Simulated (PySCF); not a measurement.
# Cu₂: excited-state relaxation, vibronic structure

Aim: compute the excited-state relaxation, vibronic structure of Cu₂ (`[Cu][Cu]`).

Programs: PySCF 2.14.0, with routines of our own; each step states its level. All values are computed. Atoms count from 0.

## 1. The starting structure

2 atoms, charge 0, multiplicity 1; geometry from: GFN2-xTB.

## 2. Geometry optimisation at PBE/def2-TZVP

What the job is given:

```
{"job": {"xc": "PBE", "basis": "def2-TZVP", "grid": 1, "kind": "geom"}, "charge": 0, "multiplicity": 1}
Cu     1.114160    -0.002805    -0.002945
Cu    -1.111403     0.004074    -0.011203
```

Started as:

```sh
> OMP_NUM_THREADS=1 python excited_run.py task.json out
```

One launch serves the whole session: the jobs run in the order shown.

Standard output:

```text
step   0  E = -3280.56552986  max force = 0.006606
step   1  E = -3280.56578762  max force = 0.000945
step   2  E = -3280.56579275  max force = 0.000518
step   3  E = -3280.56579590  max force = 0.000006
optimisation converged
```

Run time: 11 s. Hardware: 1 thread of Arm Neoverse V1, shared host; peak memory 0.46 GiB.

The steps of the relaxation:

```csv
step,energy from step 0 (eV),largest force component (eV/Å)
0,0.0000,0.3397
1,-0.0070,0.0486
2,-0.0072,0.0266
3,-0.0072,0.0003
```

The bond:

```csv
bond,before (Å),after (Å),change (Å)
Cu0–Cu1,2.226,2.266,+0.041
```

The end geometry stands in the next job.

```csv
at the end point,value
point group (found at 0.08 Å tolerance),Dinfh
"rotational constants (GHz, main isotopes)","3.127, 3.127"
dipole moment (D),0.00
```

## 3. Excited-state relaxation: TDA PBE/def2-TZVP

What the job is given:

```
{"job": {"kind": "xopt", "state": "S1", "method": "TDA", "freq": true, "xc": "PBE", "basis": "def2-TZVP", "grid": 1}, "charge": 0, "multiplicity": 1}
Cu     1.128767    -0.001736    -0.005379
Cu    -1.137466     0.001577    -0.009414
```

With the program's defaults for keys left out, this is: TDA PBE/def2-TZVP excited-state geometry optimisation, gas phase.

Standard output:

```text
final grid: 14880 points
cycle   1  E = -3273.3063229729  dE =  6.505e+00  |g| = 8.658e+00  |ddm| = 3.864e+00
cycle   2  E = -3265.2920434315  dE =  8.014e+00  |g| = 1.339e+01  |ddm| = 6.217e+00
cycle   3  E = -3279.5515395839  dE = -1.426e+01  |g| = 3.017e+00  |ddm| = 3.532e+00
cycle   4  E = -3280.5174316137  dE = -9.659e-01  |g| = 6.518e-01  |ddm| = 1.854e+00
cycle   5  E = -3280.5648699842  dE = -4.744e-02  |g| = 6.717e-02  |ddm| = 4.182e-01
cycle   6  E = -3280.5655840210  dE = -7.140e-04  |g| = 3.211e-02  |ddm| = 1.015e-01
cycle   7  E = -3280.5657941615  dE = -2.101e-04  |g| = 3.893e-03  |ddm| = 3.347e-02
cycle   8  E = -3280.5657958563  dE = -1.695e-06  |g| = 6.516e-04  |ddm| = 3.137e-03
cycle   9  E = -3280.5657959008  dE = -4.447e-08  |g| = 2.191e-04  |ddm| = 3.168e-04
cycle  10  E = -3280.5657959048  dE = -4.032e-09  |g| = 4.725e-05  |ddm| = 7.066e-05
cycle  11  E = -3280.5657959050  dE = -2.060e-10  |g| = 5.318e-07  |ddm| = 2.057e-05
converged SCF energy = -3280.5657959050

vertical S1 at the ground-state geometry: 1.9123 eV
step    E(state)/Eh    max force   excitation/eV  root
  0   -3280.49527643   0.011348     1.9182      1
  1   -3280.49616538   0.001261     1.8806      1
  2   -3280.49617371   0.000819     1.8786      1
  3   -3280.49618030   0.000030     1.8748      1
optimisation converged
vertical emission 1.8748 eV, adiabatic 1.8943 eV, Stokes shift 0.0375 eV, reorganisation 0.0180 (excited) and 0.0195 eV (ground)
in toluene: absorption 1.9717 eV (f = 0.0067, root 1), emission 1.9304 eV (f = 0.0063, root 1)
in dimethylsulfoxide: absorption 2.1583 eV (f = 0.0066, root 1), emission 2.0693 eV (f = 0.0089, root 1)
zero-point change -0.0026 eV, 0-0 energy 1.8918 eV
frequencies of the excited state (cm-1): 216
```

Run time: 88 s. Hardware: 1 thread of Arm Neoverse V1, shared host; peak memory 0.51 GiB.

In short:

```csv
quantity,value
"vertical absorption, S1",1.91 eV
"adiabatic energy, S1",1.89 eV
"vertical emission, S1",1.87 eV
"Stokes shift, S1",0.04 eV
"geometry moved (RMSD), S1",0.038 Å
```

Bonds of the start that changed most:

```csv
bond,start (Å),end (Å)
Cu0–Cu1,2.266,2.343
```

The fields below are evaluated on a grid from the run's orbitals.

Frontier orbitals at PBE/def2-TZVP, with the share of their density that lies nearest to each atom:

```csv
orbital,energy (eV),lies on
HOMO,-4.83,"Cu0, Cu1 about 50 % each"
LUMO,-3.05,"Cu0, Cu1 about 50 % each"
```

ELF in a plane through or near 2 of the atoms.

Ten even steps from '0' (0.00) to '9' (0.72):
```
0000000000000000000000000000
0000000001111111111000000000
0000000112222332222110000000
0000001122333333332211000000
0000011222334444332221100000
0000011222234554322221100000
0000111122223553222211110000
0000111235422342245321110000
0000001389952232599831000000
0000001595682222885941000000
0000001595682222885941000000
0000001389952222599831000000
0000111235532342245321110000
0000111122223553222211110000
0000011222234554322221100000
0000011222334444332221100000
0000001122333333332211000000
0000000112222332222110000000
0000000001111111111000000000
0000000000000000000000000000
```
The map spans 7.5 Å across and 5.2 Å up, centred on the molecule. Atoms in the plane (x, y in Å): Cu0 (1.2, 0.0), Cu1 (-1.2, 0.0).

log10 of the density (e/Å³) in the same plane.

Ten even steps from '0' (-4.0) to '9' (2.9):
```
0000111111111111111111110000
0001111222222222222221111000
0011122222332222332222211100
0111222333333333333332221110
0112223333333333333333222110
0112333444444444444443332110
1122334445544444455444332211
1123334556655445566554333211
1123344567765555677754433211
1123345679875555789765433211
1123345679875555789765433211
1123344567765555677754433211
1123334556655445566554333211
1122334445544444455444332211
0112333444444444444433332110
0112223333333333333333222110
0111222333333333333332221110
0011122222332222332222211100
0001111222222222222221111000
0000111111111111111111110000
```
The map spans 7.5 Å across and 5.2 Å up, centred on the molecule. Atoms in the plane (x, y in Å): Cu0 (1.2, 0.0), Cu1 (-1.2, 0.0).

On the surface of density 0.002 e/bohr³ the electrostatic potential runs, from the 1st to the 99th percentile, from -0.57 to 1.51 V.

## 4. Excited-state relaxation: UKS PBE/def2-TZVP

What the job is given:

```
{"job": {"kind": "xopt", "state": "T1", "method": "UKS", "freq": true, "xc": "PBE", "basis": "def2-TZVP", "grid": 1}, "charge": 0, "multiplicity": 1}
Cu     1.128767    -0.001736    -0.005379
Cu    -1.137466     0.001577    -0.009414
```

Level: UKS PBE/def2-TZVP excited-state geometry optimisation, gas phase.

Standard output:

```text
final grid: 14880 points
cycle   1  E = -3273.3063229729  dE =  6.505e+00  |g| = 8.658e+00  |ddm| = 3.864e+00
cycle   2  E = -3265.2920434315  dE =  8.014e+00  |g| = 1.339e+01  |ddm| = 6.217e+00
cycle   3  E = -3279.5515395839  dE = -1.426e+01  |g| = 3.017e+00  |ddm| = 3.532e+00
cycle   4  E = -3280.5174316137  dE = -9.659e-01  |g| = 6.518e-01  |ddm| = 1.854e+00
cycle   5  E = -3280.5648699842  dE = -4.744e-02  |g| = 6.717e-02  |ddm| = 4.182e-01
cycle   6  E = -3280.5655840210  dE = -7.140e-04  |g| = 3.211e-02  |ddm| = 1.015e-01
cycle   7  E = -3280.5657941615  dE = -2.101e-04  |g| = 3.893e-03  |ddm| = 3.347e-02
cycle   8  E = -3280.5657958563  dE = -1.695e-06  |g| = 6.516e-04  |ddm| = 3.137e-03
cycle   9  E = -3280.5657959008  dE = -4.447e-08  |g| = 2.191e-04  |ddm| = 3.168e-04
cycle  10  E = -3280.5657959048  dE = -4.032e-09  |g| = 4.725e-05  |ddm| = 7.066e-05
cycle  11  E = -3280.5657959050  dE = -2.060e-10  |g| = 5.318e-07  |ddm| = 2.057e-05
converged SCF energy = -3280.5657959050

vertical T1 at the ground-state geometry: 1.8632 eV
step    E(state)/Eh    max force   <S^2>
  0   -3280.49666141   0.029912    2.0043
  1   -3280.50270926   0.005016    2.0042
  2   -3280.50284474   0.003826    2.0042
  3   -3280.50305249   0.000596    2.0041
  4   -3280.50305806   0.000085    2.0041
optimisation converged
vertical emission 1.5205 eV, adiabatic 1.7072 eV, Stokes shift 0.3427 eV, reorganisation 0.1560 (excited) and 0.1867 eV (ground)
zero-point change -0.0065 eV, 0-0 energy 1.7007 eV
frequencies of the excited state (cm-1): 152
```

Wall time 58 s (1 thread of Arm Neoverse V1, shared host); peak memory 0.44 GiB.

Key values:

```csv
quantity,value
"vertical gap at the ground-state geometry, T1",1.86 eV
"adiabatic energy, T1",1.71 eV
"vertical gap at the relaxed geometry, T1",1.52 eV
"difference of the two gaps, T1",0.34 eV
"geometry moved (RMSD), T1",0.134 Å
```

Bonds of the start that changed most:

```csv
bond,start (Å),end (Å)
Cu0–Cu1,2.266,2.534
```

## 5. Excited-state relaxation: TDA PBE/def2-TZVP

What the job is given:

```
{"job": {"kind": "xopt", "state": "T1", "method": "TDA", "xc": "PBE", "basis": "def2-TZVP", "grid": 1}, "charge": 0, "multiplicity": 1}
Cu     1.128767    -0.001736    -0.005379
Cu    -1.137466     0.001577    -0.009414
```

Level: TDA PBE/def2-TZVP excited-state geometry optimisation, gas phase.

Standard output:

```text
final grid: 14880 points
cycle   1  E = -3273.3063229729  dE =  6.505e+00  |g| = 8.658e+00  |ddm| = 3.864e+00
cycle   2  E = -3265.2920434315  dE =  8.014e+00  |g| = 1.339e+01  |ddm| = 6.217e+00
cycle   3  E = -3279.5515395839  dE = -1.426e+01  |g| = 3.017e+00  |ddm| = 3.532e+00
cycle   4  E = -3280.5174316137  dE = -9.659e-01  |g| = 6.518e-01  |ddm| = 1.854e+00
cycle   5  E = -3280.5648699842  dE = -4.744e-02  |g| = 6.717e-02  |ddm| = 4.182e-01
cycle   6  E = -3280.5655840210  dE = -7.140e-04  |g| = 3.211e-02  |ddm| = 1.015e-01
cycle   7  E = -3280.5657941615  dE = -2.101e-04  |g| = 3.893e-03  |ddm| = 3.347e-02
cycle   8  E = -3280.5657958563  dE = -1.695e-06  |g| = 6.516e-04  |ddm| = 3.137e-03
cycle   9  E = -3280.5657959008  dE = -4.447e-08  |g| = 2.191e-04  |ddm| = 3.168e-04
cycle  10  E = -3280.5657959048  dE = -4.032e-09  |g| = 4.725e-05  |ddm| = 7.066e-05
cycle  11  E = -3280.5657959050  dE = -2.060e-10  |g| = 5.318e-07  |ddm| = 2.057e-05
converged SCF energy = -3280.5657959050

vertical T1 at the ground-state geometry: 1.6121 eV
step    E(state)/Eh    max force   excitation/eV  root
  0   -3280.50635867   0.009052     1.6166      1
  1   -3280.50689431   0.002759     1.5985      1
  2   -3280.50693519   0.001724     1.5950      1
  3   -3280.50696524   0.000083     1.5891      1
  4   -3280.50696654   0.000030     1.5887      1
optimisation converged
vertical emission 1.5887 eV, adiabatic 1.6008 eV, Stokes shift 0.0233 eV, reorganisation 0.0112 (excited) and 0.0121 eV (ground)
```

It took 21 s on 1 thread of Arm Neoverse V1, shared host; peak memory 0.51 GiB.

Key values:

```csv
quantity,value
"vertical gap at the ground-state geometry, T1",1.61 eV
"adiabatic energy, T1",1.60 eV
"vertical gap at the relaxed geometry, T1",1.59 eV
"difference of the two gaps, T1",0.02 eV
"geometry moved (RMSD), T1",0.030 Å
```

Bonds of the start that changed most:

```csv
bond,start (Å),end (Å)
Cu0–Cu1,2.266,2.326
```

## 6. Vibronic structure: TDA PBE/def2-TZVP

What the job is given:

```
{"job": {"kind": "vib", "tda": true, "freq": true, "xc": "PBE", "basis": "def2-TZVP", "grid": 1}, "charge": 0, "multiplicity": 1}
Cu     1.128767    -0.001736    -0.005379
Cu    -1.137466     0.001577    -0.009414
```

Level: TDA PBE/def2-TZVP vertical-gradient vibronic structure (displaced harmonic oscillators, Condon), gas phase.

Standard output:

```text
final grid: 14880 points
cycle   1  E = -3273.3063229729  dE =  6.505e+00  |g| = 8.658e+00  |ddm| = 3.864e+00
cycle   2  E = -3265.2920434315  dE =  8.014e+00  |g| = 1.339e+01  |ddm| = 6.217e+00
cycle   3  E = -3279.5515395839  dE = -1.426e+01  |g| = 3.017e+00  |ddm| = 3.532e+00
cycle   4  E = -3280.5174316137  dE = -9.659e-01  |g| = 6.518e-01  |ddm| = 1.854e+00
cycle   5  E = -3280.5648699842  dE = -4.744e-02  |g| = 6.717e-02  |ddm| = 4.182e-01
cycle   6  E = -3280.5655840210  dE = -7.140e-04  |g| = 3.211e-02  |ddm| = 1.015e-01
cycle   7  E = -3280.5657941615  dE = -2.101e-04  |g| = 3.893e-03  |ddm| = 3.347e-02
cycle   8  E = -3280.5657958563  dE = -1.695e-06  |g| = 6.516e-04  |ddm| = 3.137e-03
cycle   9  E = -3280.5657959008  dE = -4.447e-08  |g| = 2.191e-04  |ddm| = 3.168e-04
cycle  10  E = -3280.5657959048  dE = -4.032e-09  |g| = 4.725e-05  |ddm| = 7.066e-05
cycle  11  E = -3280.5657959050  dE = -2.060e-10  |g| = 5.318e-07  |ddm| = 2.057e-05
converged SCF energy = -3280.5657959050

Singlet excitations (eV, f): 1.912 (0.0053)  1.912 (0.0053)  1.932 (0.0000)  2.049 (0.0000)  2.051 (0.0000)  2.247 (0.0000)

State S1  1.9123 eV  f = 0.00525  H-1->L 1.00
  relaxed dipole 0.000 D, largest gradient of the excitation energy 0.0095 Eh/bohr
  mode    cm-1        S   lambda/meV  Raman
    1    256.8    0.4933      15.7   1.000
  reorganisation energy 0.0157 eV, total S 0.493, 0-0 1.8966 eV
  absorption maximum 1.901 eV, width 0.070 eV

State T1  1.6121 eV  f = 0.00000  H->L 1.00
  relaxed dipole 0.000 D, largest gradient of the excitation energy 0.0073 Eh/bohr
  mode    cm-1        S   lambda/meV  Raman
    1    256.8    0.2907       9.3   1.000
  reorganisation energy 0.0093 eV, total S 0.291, 0-0 1.6028 eV
  absorption maximum 1.605 eV, width 0.054 eV
```

Wall time 6.6 s (1 thread of Arm Neoverse V1, shared host); peak memory 0.51 GiB.

## 7. What came out

| quantity | value |
| --- | --- |
| point group | Dinfh |
| rotational constants (main isotopes) | 3.13, 3.13 GHz |
| vertical absorption, S1 (step 3, TDA PBE/def2-TZVP) | 1.91 eV |
| adiabatic energy, S1 (step 3, TDA PBE/def2-TZVP) | 1.89 eV |
| vertical emission, S1 (step 3, TDA PBE/def2-TZVP) | 1.87 eV |
| Stokes shift, S1 (step 3, TDA PBE/def2-TZVP) | 0.04 eV |
| surface potential, 1st and 99th percentile | -0.57 V and 1.51 V |
| vertical gap at the ground-state geometry, T1 (step 4, UKS PBE/def2-TZVP) | 1.86 eV |
| adiabatic energy, T1 (step 4, UKS PBE/def2-TZVP) | 1.71 eV |
| vertical gap at the relaxed geometry, T1 (step 4, UKS PBE/def2-TZVP) | 1.52 eV |
| difference of the two gaps, T1 (step 4, UKS PBE/def2-TZVP) | 0.34 eV |
| vertical gap at the ground-state geometry, T1 (step 5, TDA PBE/def2-TZVP) | 1.61 eV |
| adiabatic energy, T1 (step 5, TDA PBE/def2-TZVP) | 1.60 eV |
| vertical gap at the relaxed geometry, T1 (step 5, TDA PBE/def2-TZVP) | 1.59 eV |
| difference of the two gaps, T1 (step 5, TDA PBE/def2-TZVP) | 0.02 eV |
| S1: vertical, reorganisation, 0-0, total S (step 6, TDA PBE/def2-TZVP, modes from PBE/def2-TZVP) | 1.91, 0.02, 1.90 eV; 0.5 |
| T1: vertical, reorganisation, 0-0, total S (step 6, TDA PBE/def2-TZVP, modes from PBE/def2-TZVP) | 1.61, 0.01, 1.60 eV; 0.3 |

In words: The optimisation took 3 steps and gained 0.007 eV; among the close pairs (by a distance rule), Cu0–Cu1 changed most, from 2.226 to 2.266 Å. In step 3 (excited-state relaxation), among the bonds Cu0–Cu1 changes most, from 2.266 to 2.343 Å. In step 4 (excited-state relaxation), among the bonds Cu0–Cu1 changes most, from 2.266 to 2.534 Å. In step 5 (excited-state relaxation), among the bonds Cu0–Cu1 changes most, from 2.266 to 2.326 Å. Some states lie very close; unless symmetry makes them partners, their order is unsure. The vibronic model keeps the ground-state modes and shifts them along the gradient alone, so it can miss much of the relaxation that a full optimisation finds. ΔSCF (UKS) and response values aren't on one footing and may follow different states, so their differences aren't method errors alone, and singlets and triplets from the two don't rank.
